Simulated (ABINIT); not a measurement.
ScSi2:

```
CELL_PARAMETERS angstrom
3.66000 0.00000 0.00000
-1.83000 3.16965 0.00000
0.00000 0.00000 3.87000
ATOMIC_POSITIONS crystal
Sc 0.00000 0.00000 0.00000
Si 0.66667 0.33333 0.50000
Si 0.33333 0.66667 0.50000
```

Base run:

```yaml
Program: ABINIT 10.8.3 (patched build)
Functional: PBEsol
Potentials_or_basis: PseudoDojo NC SR PBEsol v0.4.1 standard
Cutoff: 1061 eV
k_mesh: 6 × 6 × 5
Occupations: fermi-dirac, width 0.05 eV
Spin: no spin polarisation
```

Its results: band gap on the k mesh none (metal or under the smearing width); pressure 21.4 GPa.

Question: The run is repeated on the same cell with these changes: potentials or basis from PseudoDojo NC SR PBEsol v0.4.1 standard to Ansatz PAW PBE default generated set, frozen core; cutoff from 1061 eV to 419 eV. What comes out?

Answer: Band gap on the k mesh none (metal or under the smearing width); pressure 21.8 GPa.

Caveats: so large a pressure means that the cell lies far from this level's equilibrium, or that cutoff or potentials fall short; the atomic spheres overlap (some runs); the potentials were made for another functional, which shifts forces and pressure (some runs).
